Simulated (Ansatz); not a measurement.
**C₄H₃F₇: up Jacob's ladder to CCSD(T)**

The task here is to estimate one member of a computed series from the others.

Method: functionals in def2-TZVPP, the program's frozen cores in correlated methods; program: Ansatz 0.2.0, Gaussian basis.

The runs, in order: LDA (SPW92), PBE-D4, revPBE-D4, BLYP-D4, r2SCAN-D4, B97M-V, PBE0-D4, B3LYP-D4, r2SCANh-D4, r2SCAN0-D4, HSE06-D4, BHLYP-D4, CAM-B3LYP-D4, LC-ωPBE, ωB97X-V, ωB97M-V, B2PLYP, PBE-QIDH; CCSD(T)/def2-SVP; CCSD(T)/def2-TZVPP; MP2/def2-QZVPP; extrapolation to the limit; RPA on PBE.

## Structure used throughout

All runs share one geometry, relaxed beforehand with PBE0-D4 in a triple-zeta def2 set.

14 atoms, charge 0, spin multiplicity 1.

Atoms are counted from 1 here; the program's logs count them from 0.

Bond lengths: F1–C2 1.374 Å, C2–C3 1.518 Å, C2–H12 1.092 Å, C2–H13 1.091 Å, C3–F4 1.372 Å, C3–C5 1.536 Å, C3–C8 1.541 Å, C5–F6 1.345 Å, C5–F7 1.349 Å, C5–H14 1.093 Å, C8–F9 1.332 Å, C8–F10 1.322 Å, C8–F11 1.339 Å. Angles: F1–C2–C3 109.3°, F1–C2–H12 108.9°, F1–C2–H13 108.7°, C3–C2–H12 110.3°, C3–C2–H13 109.3°, H12–C2–H13 110.3°, C2–C3–F4 109.3°, C2–C3–C5 110.6°, C2–C3–C8 109.8°, F4–C3–C5 106.2°, F4–C3–C8 106.8°, C5–C3–C8 113.9°, C3–C5–F6 111.0°, C3–C5–F7 110.1°, C3–C5–H14 109.2°, F6–C5–F7 108.2°, F6–C5–H14 108.9°, F7–C5–H14 109.3° and more.

The first run:

The input, in.yaml:

```yaml
crystal:
  periodic: [false, false, false]
  atoms:
    - {symbol: F, position_ang: [-1.674270, 0.535992, 1.587467]}
    - {symbol: C, position_ang: [-1.328295, -0.264291, 0.525935]}
    - {symbol: C, position_ang: [0.169625, -0.173765, 0.297348]}
    - {symbol: F, position_ang: [0.825300, -0.781958, 1.337895]}
    - {symbol: C, position_ang: [0.630368, 1.291759, 0.299899]}
    - {symbol: F, position_ang: [1.918454, 1.393823, -0.073642]}
    - {symbol: F, position_ang: [-0.117036, 2.014937, -0.559592]}
    - {symbol: C, position_ang: [0.551196, -0.945058, -0.981139]}
    - {symbol: F, position_ang: [0.118166, -0.304117, -2.065518]}
    - {symbol: F, position_ang: [1.857733, -1.119816, -1.081678]}
    - {symbol: F, position_ang: [-0.021329, -2.155010, -0.966376]}
    - {symbol: H, position_ang: [-1.868002, 0.072115, -0.361924]}
    - {symbol: H, position_ang: [-1.594500, -1.295390, 0.763181]}
    - {symbol: H, position_ang: [0.519691, 1.701480, 1.306943]}
basis:
  gaussian: {orbitals: def2-TZVPP}
hamiltonian: {xc: lda}
output: {orbitals: {seedname: orbitals}}
```

Run with:

```console
$ ansatz run in.yaml --threads 4 --pin off --events-out ev --progress --plain --max-ram 41984MiB --backend cuda --devices 0, --max-vram 37GiB
```

Among the steps run: LDA; PBE-D4 (GGA); revPBE-D4 (GGA); BLYP-D4 (GGA); r2SCAN-D4 (meta-GGA); B97M-V (meta-GGA); PBE0-D4 (hybrid); B3LYP-D4 (hybrid); r2SCANh-D4 (hybrid); r2SCAN0-D4 (hybrid); HSE06-D4 (hybrid); BHLYP-D4 (hybrid); CAM-B3LYP-D4 (range-separated); LC-ωPBE (range-separated); ωB97X-V (range-separated); ωB97M-V (range-separated); B2PLYP (double hybrid); PBE-QIDH (double hybrid).

One table of the session follows, with a row left open; its other results are not shown here.

It belongs to the step «Frontier levels by functional». 

```
  functional  HOMO (eV)  LUMO (eV)  gap (eV)
 LDA (SPW92)      -8.44      -0.64      7.80
      PBE-D4      -8.23      -0.27      7.96
   revPBE-D4      -8.14      -0.12      8.02
     BLYP-D4      -8.22      -0.16      8.06
   r2SCAN-D4      -8.65       0.08      8.73
      B97M-V      -8.82       0.15      8.97
     PBE0-D4     -10.04       0.92     10.96
    B3LYP-D4      -9.84       0.61     10.45
  r2SCANh-D4      -9.32       0.50      9.82
  r2SCAN0-D4     -10.32       1.13     11.45
    HSE06-D4          ?          ?         ?
    BHLYP-D4     -11.85       1.97     13.81
CAM-B3LYP-D4     -11.61       2.02     13.63
     LC-ωPBE     -12.84       3.35     16.19
     ωB97X-V     -12.52       3.24     15.76
     ωB97M-V     -12.44       2.86     15.29
```

**Question.** Estimate the row for HSE06-D4.

**Answer.** HOMO (eV): -9.63; LUMO (eV): 0.53; gap (eV): 10.16. In the column «HOMO (eV)» it lies between B3LYP-D4 (-9.84) and r2SCANh-D4 (-9.32).
